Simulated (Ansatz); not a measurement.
Input of an Ansatz 0.2.0 run:

File input.yaml:

```yaml
crystal:
  lattice:
    - [2.7482183437, 0.0, 0.0]
    - [-1.3741091718, 2.3800269008, 0.0]
    - [0.0, 0.0, 4.494066]
  atoms:
    - { symbol: Re, position: [0.3333333333, 0.6666666667, 0.5] }
    - { symbol: Zn, position: [0.0, 0.0, 0.0] }
hamiltonian:
  xc: pbe
  pseudopotentials: { kind: paw_fr }
magnetization:
  noncollinear: true
  spin_orbit: true
kpoints:
  mp_grid: { grid: [11, 11, 6] }
  band_path:
    path:
      - [[0.0, 0.0, 0.0], [0.5, 0.0, 0.0], [0.3333333333, 0.3333333333, 0.0], [0.0, 0.0, 0.0], [0.0, 0.0, 0.5], [0.5, 0.0, 0.5], [0.3333333333, 0.3333333333, 0.5], [0.0, 0.0, 0.5]]
      - [[0.5, 0.0, 0.5], [0.5, 0.0, 0.0]]
      - [[0.3333333333, 0.3333333333, 0.0], [0.3333333333, 0.3333333333, 0.5]]
    npoints: 14
scf:
  occupations: { method: fermi_dirac, width: 0.05 }
  n_extra_bands: 6
output:
  forces: true
  stress: true
  eigenvalues: true
  fatbands: false
```

Potentials or basis: Ansatz PAW.

Launch:

```sh
$ ansatz run input.yaml --threads 2 --pin off --max-ram 5632MiB --backend cpu --events-out ev --progress --plain --runs-dir out
```

Question: What does it give for the band gap on the k mesh?

Answer: None (metal or under the smearing width).

Question: Predict the pressure.

Answer: -1.2 GPa.

Levels at the corners of the path, in eV from the Fermi level:
| point | band 25 | band 26 | band 27 | band 28 | band 29 | band 30 | band 31 | band 32 |
| --- | --- | --- | --- | --- | --- | --- | --- | --- |
| Γ | -1.64 | -1.64 | -0.87 | -0.87 | 1.48 | 1.48 | 2.01 | 2.01 |
| M | -1.72 | -1.72 | 0.77 | 0.77 | 4.18 | 4.18 | 5.01 | 5.01 |
| K | -2.28 | -2.18 | -1.79 | -1.60 | 2.32 | 2.62 | 2.80 | 3.10 |
| Γ | -1.64 | -1.64 | -0.87 | -0.87 | 1.48 | 1.48 | 2.01 | 2.01 |
| A | -1.56 | -1.56 | -0.79 | -0.79 | 1.47 | 1.47 | 1.94 | 1.94 |
| L | -0.59 | -0.59 | 0.34 | 0.34 | 1.04 | 1.04 | 3.96 | 3.96 |
| H | -1.99 | -1.90 | 0.10 | 0.11 | 1.21 | 1.28 | 4.79 | 4.88 |
| A | -1.56 | -1.56 | -0.79 | -0.79 | 1.47 | 1.47 | 1.94 | 1.94 |
| L | -0.59 | -0.59 | 0.34 | 0.34 | 1.04 | 1.04 | 3.96 | 3.96 |
| M | -1.72 | -1.72 | 0.77 | 0.77 | 4.18 | 4.18 | 5.01 | 5.01 |
| K | -2.28 | -2.18 | -1.79 | -1.60 | 2.32 | 2.62 | 2.80 | 3.10 |
| H | -1.99 | -1.90 | 0.10 | 0.11 | 1.21 | 1.28 | 4.79 | 4.88 |
